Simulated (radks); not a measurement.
# La³²⁺ in [Ne] 3s1 3p6 3d7 4f1: an all-electron calculation

One table from this session's results is given with a row withheld; the runs are named, their logs left out.

Method: scalar-relativistic Kohn-Sham, r2SCAN, spin-polarised, spherical densities, finite nucleus; open shells are filled with parallel spins first. Code: radks (a radial shooting solver on a logarithmic mesh, Libxc functionals) version 1.

### What is computed

- element: lanthanum (Z = 57)
- charge: +32
- electrons: 25
- configuration: [Ne] 3s1 3p6 3d7 4f1
- nuclear rms radius: 4.855 fm

The outer shells:

La³²⁺
```
[Ne] core
3s [↑ ]
3p [↑↓][↑↓][↑↓]
3d [↑↓][↑↓][↑ ][↑ ][↑ ]
4f [↑ ][  ][  ][  ][  ][  ][  ]
```

Set-up of the first run:

The run's settings:

```text
Z 57
configuration [Ne] 3s1 3p6 3d7 4f1 4s0 4p0
relativity scalar-relativistic
functional r2scan,r2scan
spin polarised
nucleus finite rms 4.855 fm
c 137.035999084
```

Command:

```
$ python run_ks.py task.json out
```

This one command runs every case of the session in turn.

One table of the session follows, with a row left open; its other results are not shown here.

It belongs to the step «Orbitals and density». Sizes of the orbitals, from the radial functions (bohr):

| level | <r> | outermost maximum (interpolated) | 90 % within | nodes |
| --- | --- | --- | --- | --- |
| 1s up | 0.02507 | 0.0161 | 0.0452 | 0 |
| 1s down | 0.02507 | 0.0161 | 0.0452 | 0 |
| 2s up | 0.1069 | 0.0907 | 0.165 | 1 |
| 2s down | 0.1068 | 0.0907 | 0.165 | 1 |
| 2p up | 0.09377 | 0.0730 | 0.152 | 0 |
| 2p down | 0.09364 | 0.0729 | 0.152 | 0 |
| 3s up | 0.2729 | 0.254 | 0.398 | 2 |
| 3s down | 0.2736 | 0.254 | 0.399 | 2 |
| 3p up | 0.2683 | 0.247 | 0.399 | 1 |
| 3p down | 0.2690 | 0.247 | 0.400 | 1 |
| 3d up | 0.2415 | 0.200 | 0.372 | 0 |
| 3d down | 0.2419 | 0.200 | 0.373 | 0 |
| 4s up | 0.5436 | 0.537 | 0.766 | 3 |
| 4s down | 0.5458 | 0.539 | 0.770 | 3 |
| 4p up | 0.5515 | 0.545 | 0.784 | 2 |
| 4p down | ? | ? | ? | ? |
| 4f up | 0.5010 | 0.440 | 0.736 | 0 |
| 4f down | 0.5053 | 0.442 | 0.743 | 0 |

**Question.** Estimate the row for 4p down.

The run gave: <r>: 0.5540; outermost maximum (interpolated): 0.548; 90 % within: 0.788; nodes: 2. In the column «<r>» it is the highest.
